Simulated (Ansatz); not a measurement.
**CHFGa (doublet): from Hartree-Fock to the top rungs, cc-pVDZ**

How much of the correlation energy of CHFGa (doublet) does each wave-function method recover here?

Computed with Ansatz 0.2.0, Gaussian basis. Level: cc-pVDZ, core rule «outside noble gas», up to 16 orbitals frozen.

Plan: UHF; CCSD(T) on ROHF; CCSD(T) on UHF; BCCD(T) on ROHF; CISD as a restricted active space (open shells left free, so some higher excitations enter); CCSDT(Q) on ROHF; CCSDT(Q) on UHF; CASSCF and MRCISD+Q, 9 electrons in 9 orbitals; CASSCF and NEVPT2, 9 electrons in 9 orbitals.

33 further runs of the same task are left out: 15 that didn't finish, 18 set aside as unsound or not needed. Runs told in other sessions of the task aren't counted.

## Step 1: The geometry

The geometry is a PBE0/def2-TZVP stationary point (not a proven minimum) of the parent state, kept for this charge and spin. No spin-orbit coupling is included. The filled d shell of Ga may be among the frozen orbitals whatever the setting's name suggests.

4 atoms, charge 0, spin multiplicity 2.

Atoms are counted from 1 here; the program's logs count them from 0.

Bond lengths: C1–Ga2 1.933 Å, Ga2–F3 1.750 Å, Ga2–H4 1.548 Å. Angles: C1–Ga2–F3 114.3°, C1–Ga2–H4 126.5°, F3–Ga2–H4 119.1°.

As a file:

```xyz
4
CHFGa
C     0.00000   -0.85332    1.66413
Ga    0.00000    0.28057    0.09919
F     0.00000   -0.58722   -1.42047
H     0.00000    1.82838    0.08271
```

## Step 2: UHF

Input file in.yaml:

```yaml
crystal:
  periodic: [false, false, false]
  atoms:
    - {symbol: C, position_ang: [0.000000, -0.853315, 1.664130]}
    - {symbol: Ga, position_ang: [0.000000, 0.280570, 0.099192]}
    - {symbol: F, position_ang: [0.000000, -0.587217, -1.420473]}
    - {symbol: H, position_ang: [0.000000, 1.828378, 0.082706]}
basis:
  gaussian: {orbitals: cc-pVDZ}
magnetization: {spin_polarized: true, initial_magnetization: 1}
hamiltonian: {xc: hf}
output: {orbitals: {seedname: orbitals}}
```

Launch:

```sh
ansatz run in.yaml --threads 1 --pin off --events-out ev --progress --plain --max-ram 2393MiB
```

After this run come: CCSD(T) on ROHF; CCSD(T) on UHF; BCCD(T) on ROHF; CISD as a restricted active space (open shells left free, so some higher excitations enter); CCSDT(Q) on ROHF; CCSDT(Q) on UHF; CASSCF and MRCISD+Q, 9 electrons in 9 orbitals; CASSCF and NEVPT2, 9 electrons in 9 orbitals.

Q: Predict the results of all the runs planned. Wanted: RCCSDT(Q) from the RHF energy; RMP2 from RCCSDT(Q); UMP2 from RCCSDT(Q); RCCSD from RCCSDT(Q); RCCSD(T) from RCCSDT(Q); UCCSD(T) from RCCSDT(Q); UCCSDT(Q) from RCCSDT(Q); T1 diagnostic.

**Answer**, as computed:

```
                         quantity                      value
    RCCSDT(Q) from the ROHF energy                 -9.9317 eV
              RMP2 from RCCSDT(Q)              +111.9 kJ/mol
              UMP2 from RCCSDT(Q)               +99.5 kJ/mol
             RCCSD from RCCSDT(Q)               +24.4 kJ/mol
          RCCSD(T) from RCCSDT(Q)                +5.3 kJ/mol
          UCCSD(T) from RCCSDT(Q)               -16.8 kJ/mol
         UCCSDT(Q) from RCCSDT(Q)                -0.1 kJ/mol
levels within 1 kcal/mol (43 meV)  RCCSDT, UCCSDT, UCCSDT(Q)
                    T1 diagnostic                      0.019
```

**Reading.** RCCSD(T) lands +5.3 kJ/mol from the yardstick (0.5 % of the correlation energy). CCSD(T) misses by +5.3 kJ/mol on the restricted determinant and by -16.8 kJ/mol on the unrestricted one; the two need not hold the same state or core. These misses are within one basis, not against nature; the frozen cores of restricted and unrestricted runs differ, which can shift their rows.
